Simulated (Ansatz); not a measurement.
# C7H9N: vertical ionisation energy

Aim: the vertical ionisation energy of C7H9N, as cation minus neutral at the neutral's geometry, on several levels, and how well −ε(HOMO) stands in for it.

The runs use Ansatz 0.2.0, Gaussian basis; unrestricted cation, the program's frozen cores in correlated methods.

The runs, in order: UKS PBE-D4/def2-TZVPP; UKS r2SCAN-D4/def2-TZVPP; UKS PBE0-D4/def2-TZVPP; UKS B3LYP-D4/def2-TZVPP; UKS wB97X-V/def2-TZVPP; UKS wB97M-V/def2-TZVPP; UKS B2PLYP/def2-TZVPP; UHF-CCSD(T)/def2-TZVPP; UHF-MP2/def2-QZVPP; extrapolation to the limit; then −ε(HOMO) from the neutral's earlier runs with LDA (SPW92), PBE-D4, revPBE-D4, BLYP-D4, r2SCAN-D4, B97M-V, PBE0-D4, B3LYP-D4, r2SCANh-D4, r2SCAN0-D4, HSE06-D4, BHLYP-D4, CAM-B3LYP-D4, LC-ωPBE, ωB97X-V, ωB97M-V.

## 1. The relaxed structure

An earlier PBE0-D4 in a triple-zeta def2 set relaxation fixed the geometry.

SMILES `N#CC1=CCCCC1`, 17 atoms, charge 0, spin multiplicity 1.

Atoms are counted from 1 here; the program's logs count them from 0.

Bond lengths: N1–C2 1.153 Å, C2–C3 1.426 Å, C3–C4 1.337 Å, C3–C8 1.506 Å, C4–C5 1.490 Å, C4–H9 1.085 Å, C5–C6 1.522 Å, C5–H10 1.099 Å, C5–H11 1.095 Å, C6–C7 1.521 Å, C6–H12 1.093 Å, C6–H13 1.096 Å, C7–C8 1.521 Å, C7–H14 1.093 Å, C7–H15 1.096 Å, C8–H16 1.094 Å, C8–H17 1.097 Å. Angles: N1–C2–C3 178.0°, C2–C3–C4 119.7°, C2–C3–C8 116.9°, C4–C3–C8 123.4°, C3–C4–C5 123.2°, C3–C4–H9 118.9°, C5–C4–H9 117.9°, C4–C5–C6 112.5°, C4–C5–H10 108.6°, C4–C5–H11 109.0°, C6–C5–H10 110.5°, C6–C5–H11 110.8°, H10–C5–H11 105.2°, C5–C6–C7 110.7°, C5–C6–H12 110.1°, C5–C6–H13 109.2°, C7–C6–H12 110.8°, C7–C6–H13 109.2° and more.

## 2. Cation, UKS PBE-D4/def2-TZVPP

File in.yaml:

```yaml
crystal:
  periodic: [false, false, false]
  atoms:
    - {symbol: N, position_ang: [2.395304, -2.315094, 1.941471]}
    - {symbol: C, position_ang: [1.726243, -1.601574, 1.331451]}
    - {symbol: C, position_ang: [0.859609, -0.736850, 0.599758]}
    - {symbol: C, position_ang: [1.376057, 0.133419, -0.274319]}
    - {symbol: C, position_ang: [0.547235, 1.097027, -1.052297]}
    - {symbol: C, position_ang: [-0.875745, 1.202071, -0.522489]}
    - {symbol: C, position_ang: [-1.437889, -0.176445, -0.213044]}
    - {symbol: C, position_ang: [-0.616770, -0.869079, 0.863536]}
    - {symbol: H, position_ang: [2.450348, 0.146249, -0.429283]}
    - {symbol: H, position_ang: [0.542909, 0.783755, -2.105344]}
    - {symbol: H, position_ang: [1.037552, 2.076207, -1.045657]}
    - {symbol: H, position_ang: [-1.506909, 1.724923, -1.244964]}
    - {symbol: H, position_ang: [-0.876826, 1.804891, 0.392485]}
    - {symbol: H, position_ang: [-2.480618, -0.107168, 0.105852]}
    - {symbol: H, position_ang: [-1.425416, -0.784820, -1.124365]}
    - {symbol: H, position_ang: [-0.875157, -1.929840, 0.926114]}
    - {symbol: H, position_ang: [-0.839916, -0.447683, 1.851093]}
basis:
  gaussian: {orbitals: def2-TZVPP}
total_charge: 1
magnetization: {spin_polarized: true, initial_magnetization: 1}
hamiltonian: {xc: pbe, dispersion: d4}
```

Command:

```sh
ansatz run in.yaml --threads 2 --pin off --events-out ev --progress --plain --max-ram 20480MiB --backend cuda --devices 0, --max-vram 18GiB
```

The runs that follow: Cation, UKS r2SCAN-D4/def2-TZVPP; Cation, UKS PBE0-D4/def2-TZVPP; Cation, UKS B3LYP-D4/def2-TZVPP; Cation, UKS wB97X-V/def2-TZVPP; Cation, UKS wB97M-V/def2-TZVPP; Cation, UKS B2PLYP (frozen core)/def2-TZVPP; Cation, UHF-CCSD(T)/def2-TZVPP; Cation, UHF-MP2/def2-QZVPP.

Before running them: what should the planned runs give, taken together? Wanted: ionisation energy, CCSD(T)/CBS; nearest functional by difference; nearest −ε(HOMO); −ε(HOMO) of PBE; T1 of the cation.

The runs gave:

```
                        quantity               value
  ionisation energy, CCSD(T)/CBS             9.92 eV
nearest functional by difference   B2PLYP (-0.34 eV)
                nearest −ε(HOMO)  ωB97X-V (-0.15 eV)
                 −ε(HOMO) of PBE             6.43 eV
                T1 of the cation               0.027
```

In words: Energy differences with functionals land within 0.62 eV of the reference. −ε(HOMO) of PBE misses by 3.5 eV, since self-interaction lifts the level. Among orbital estimates ωB97X-V comes nearest. Hartree-Fock falls 1.54 eV short, as the neutral has more correlation energy than the cation.
